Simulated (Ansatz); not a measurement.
# H₅OSiSn radical: up Jacob's ladder to CCSD(T)

One table from this session's results is given with a row withheld; the runs are named, their logs left out.

The runs use Ansatz 0.2.0, Gaussian basis; functionals in def2-TZVPP, the program's frozen cores in correlated methods.

The runs, in order: LDA (SPW92), PBE-D4, revPBE-D4, BLYP-D4, r2SCAN-D4, B97M-V, PBE0-D4, B3LYP-D4, r2SCANh-D4, r2SCAN0-D4, HSE06-D4, BHLYP-D4, CAM-B3LYP-D4, LC-ωPBE, ωB97X-V, ωB97M-V, B2PLYP, PBE-QIDH; CCSD(T)/def2-SVP; CCSD(T)/def2-TZVPP; MP2/def2-QZVPP; extrapolation to the limit; RPA on PBE.

**Structure used throughout**

All runs share one geometry, relaxed beforehand with PBE0-D4 in a triple-zeta def2 set. Sn takes the def2 core potential; no spin-orbit term is included.

SMILES `[SiH3][O][SnH2]`, 8 atoms, charge 0, spin multiplicity 2.

Atoms are counted from 1 here; the program's logs count them from 0.

Bond lengths: Si1–O2 1.631 Å, Si1–H4 1.493 Å, Si1–H5 1.487 Å, Si1–H6 1.489 Å, O2–Sn3 1.970 Å, Sn3–H7 1.723 Å, Sn3–H8 1.730 Å. Angles: O2–Si1–H4 111.2°, O2–Si1–H5 109.2°, O2–Si1–H6 111.0°, H4–Si1–H5 108.7°, H4–Si1–H6 107.9°, H5–Si1–H6 108.8°, Si1–O2–Sn3 136.4°, O2–Sn3–H7 102.4°, O2–Sn3–H8 105.0°, H7–Sn3–H8 112.5°.

Geometry (Å):

```xyz
8
H5OSiSn
Si   -0.73792    1.07510   -0.48083
O     0.58688    0.30618    0.07882
Sn    0.95646   -1.33205    1.10797
H    -1.87788    0.12768   -0.65885
H    -0.42459    1.69636   -1.79455
H    -1.17352    2.14230    0.46190
H     2.66542   -1.48909    0.95052
H     0.09736   -2.58368    0.27923
```

Set-up of the first run:

File in.yaml:

```yaml
crystal:
  periodic: [false, false, false]
  atoms:
    - {symbol: Si, position_ang: [-0.737917, 1.075102, -0.480833]}
    - {symbol: O, position_ang: [0.586880, 0.306178, 0.078816]}
    - {symbol: Sn, position_ang: [0.956458, -1.332051, 1.107965]}
    - {symbol: H, position_ang: [-1.877884, 0.127681, -0.658846]}
    - {symbol: H, position_ang: [-0.424594, 1.696360, -1.794552]}
    - {symbol: H, position_ang: [-1.173522, 2.142298, 0.461903]}
    - {symbol: H, position_ang: [2.665416, -1.489088, 0.950520]}
    - {symbol: H, position_ang: [0.097363, -2.583679, 0.279230]}
basis:
  gaussian: {orbitals: def2-TZVPP}
magnetization: {spin_polarized: true, initial_magnetization: 1}
hamiltonian: {xc: lda}
output: {orbitals: {seedname: orbitals}}
```

Among the steps run: LDA; PBE-D4 (GGA); revPBE-D4 (GGA); BLYP-D4 (GGA); r2SCAN-D4 (meta-GGA); B97M-V (meta-GGA); PBE0-D4 (hybrid); B3LYP-D4 (hybrid); r2SCANh-D4 (hybrid); r2SCAN0-D4 (hybrid); HSE06-D4 (hybrid); BHLYP-D4 (hybrid); CAM-B3LYP-D4 (range-separated); LC-ωPBE-D4 (range-separated; the results give it without D4); ωB97X-V (range-separated); ωB97M-V (range-separated); B2PLYP (double hybrid); PBE-QIDH (double hybrid).

One of the session's tables, all rows but one given; the rest of the session is left out.

It belongs to the step «Frontier levels by functional». 

| functional | HOMO (eV) | LUMO (eV) | gap (eV) |
| --- | --- | --- | --- |
| LDA (SPW92) | -5.37 | -4.59 | 0.78 |
| PBE-D4 | -5.34 | -4.29 | 1.05 |
| revPBE-D4 | -5.31 | -4.18 | 1.14 |
| BLYP-D4 | -5.18 | -4.33 | 0.85 |
| r2SCAN-D4 | -5.71 | -3.97 | 1.74 |
| B97M-V | -5.56 | -4.53 | 1.03 |
| PBE0-D4 | -6.44 | -3.43 | 3.01 |
| B3LYP-D4 | -6.21 | -3.83 | 2.38 |
| r2SCANh-D4 | -6.12 | -3.67 | 2.45 |
| r2SCAN0-D4 | -6.72 | -3.21 | 3.51 |
| HSE06-D4 | -6.05 | -3.80 | 2.25 |
| BHLYP-D4 | ? | ? | ? |
| CAM-B3LYP-D4 | -7.66 | -2.57 | 5.09 |
| LC-ωPBE | -9.00 | -1.17 | 7.83 |
| ωB97X-V | -8.55 | -1.58 | 6.97 |
| ωB97M-V | -8.48 | -1.73 | 6.75 |

Q: Estimate the row for BHLYP-D4 from the others.

Worked estimate for «HOMO (eV)». Against the share of exact exchange, BLYP-D4 (0, -5.18), B3LYP-D4 (0.2, -6.21) give a slope of -5.15 per unit share; at 0.5 the line stands at -7.75.

As computed: HOMO (eV): -7.38; LUMO (eV): -2.69; gap (eV): 4.69. In «HOMO (eV)» the line misses by -0.37.
